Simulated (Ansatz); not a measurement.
**C2H6AlFOSi: up Jacob's ladder to CCSD(T)**

The task here is to estimate one member of a computed series from the others.

The runs use Ansatz 0.2.0, Gaussian basis; functionals in def2-TZVPP, the program's frozen cores in correlated methods.

The runs, in order: LDA (SPW92), PBE-D4, revPBE-D4, BLYP-D4, r2SCAN-D4, B97M-V, PBE0-D4, B3LYP-D4, r2SCANh-D4, r2SCAN0-D4, HSE06-D4, BHLYP-D4, CAM-B3LYP-D4, LC-ωPBE, ωB97X-V, ωB97M-V, B2PLYP, PBE-QIDH; CCSD(T)/def2-SVP; CCSD(T)/def2-TZVPP; MP2/def2-QZVPP; extrapolation to the limit; RPA on PBE.

**The geometry**

All runs share one geometry, relaxed beforehand with PBE0-D4 in a triple-zeta def2 set.

12 atoms, charge 0, spin multiplicity 1.

Atoms are counted from 1 here; the program's logs count them from 0.

Bond lengths: C1–O2 1.409 Å, C1–H7 1.091 Å, C1–H8 1.096 Å, C1–H9 1.094 Å, O2–Si3 1.639 Å, Si3–C4 1.889 Å, Si3–Al5 2.324 Å, Si3–H10 1.495 Å, C4–Al5 1.952 Å, C4–H11 1.109 Å, C4–H12 1.090 Å, Al5–F6 1.647 Å. Angles: O2–C1–H7 108.4°, O2–C1–H8 111.7°, O2–C1–H9 110.8°, H7–C1–H8 108.6°, H7–C1–H9 108.6°, H8–C1–H9 108.7°, C1–O2–Si3 125.1°, O2–Si3–C4 118.6°, O2–Si3–Al5 137.4°, O2–Si3–H10 108.4°, C4–Si3–Al5 54.0°, C4–Si3–H10 111.4°, Al5–Si3–H10 112.8°, Si3–C4–Al5 74.4°, Si3–C4–H11 107.3°, Si3–C4–H12 123.5°, Al5–C4–H11 94.4°, Al5–C4–H12 142.3° and more.

The first run:

in.yaml reads:

```yaml
crystal:
  periodic: [false, false, false]
  atoms:
    - {symbol: C, position_ang: [0.371020, -1.845190, 1.559594]}
    - {symbol: O, position_ang: [-0.324620, -0.794748, 0.928229]}
    - {symbol: Si, position_ang: [0.270603, 0.133963, -0.284103]}
    - {symbol: C, position_ang: [-0.945182, 1.061487, -1.392324]}
    - {symbol: Al, position_ang: [0.363211, 2.393164, -0.820500]}
    - {symbol: F, position_ang: [0.628727, 4.002650, -1.050469]}
    - {symbol: H, position_ang: [-0.360059, -2.551406, 1.957222]}
    - {symbol: H, position_ang: [1.026367, -2.376133, 0.859645]}
    - {symbol: H, position_ang: [0.977323, -1.466103, 2.388012]}
    - {symbol: H, position_ang: [1.222565, -0.691571, -1.088144]}
    - {symbol: H, position_ang: [-1.753237, 1.452203, -0.741019]}
    - {symbol: H, position_ang: [-1.399718, 0.626584, -2.282143]}
basis:
  gaussian: {orbitals: def2-TZVPP}
hamiltonian: {xc: lda}
output: {orbitals: {seedname: orbitals}}
```

Run with:

```sh
$ ansatz run in.yaml --threads 4 --pin off --events-out ev --progress --plain --max-ram 10444MiB
```

Among the steps run: LDA; PBE-D4 (GGA); revPBE-D4 (GGA); BLYP-D4 (GGA); r2SCAN-D4 (meta-GGA); B97M-V (meta-GGA); B3LYP-D4 (hybrid); r2SCANh-D4 (hybrid); r2SCAN0-D4 (hybrid); HSE06-D4 (hybrid); BHLYP-D4 (hybrid); CAM-B3LYP-D4 (range-separated); LC-ωPBE (range-separated); ωB97X-V (range-separated); ωB97M-V (range-separated); B2PLYP (double hybrid); PBE-QIDH (double hybrid).

One table of the session follows, with a row left open; its other results are not shown here.

It belongs to the step «Orbital energies across the functionals». 

| functional | HOMO (eV) | LUMO (eV) | gap (eV) |
| --- | --- | --- | --- |
| LDA (SPW92) | -5.28 | -2.34 | 2.93 |
| PBE-D4 | -5.16 | -2.13 | 3.03 |
| revPBE-D4 | -5.10 | -2.03 | 3.07 |
| BLYP-D4 | -5.03 | -1.97 | 3.06 |
| r2SCAN-D4 | -5.33 | -1.91 | 3.42 |
| B97M-V | -5.37 | -2.00 | 3.37 |
| PBE0-D4 | -6.17 | -1.35 | 4.82 |
| B3LYP-D4 | -6.00 | -1.52 | 4.49 |
| r2SCANh-D4 | ? | ? | ? |
| r2SCAN0-D4 | -6.28 | -1.24 | 5.05 |
| HSE06-D4 | -5.78 | -1.72 | 4.05 |
| BHLYP-D4 | -7.09 | -0.50 | 6.59 |
| CAM-B3LYP-D4 | -7.40 | -0.33 | 7.07 |
| LC-ωPBE | -8.59 | 0.73 | 9.32 |
| ωB97X-V | -8.33 | 0.63 | 8.95 |
| ωB97M-V | -8.14 | 0.38 | 8.52 |

**Question.** Estimate the row for r2SCANh-D4.

Worked estimate for «HOMO (eV)». Against the share of exact exchange, r2SCAN-D4 (0, -5.33), r2SCAN0-D4 (0.25, -6.28) give a slope of -3.80 per unit share; at 0.1 the line stands at -5.71.

As computed: HOMO (eV): -5.71; LUMO (eV): -1.64; gap (eV): 4.07. In «HOMO (eV)» the line misses by 0.00.
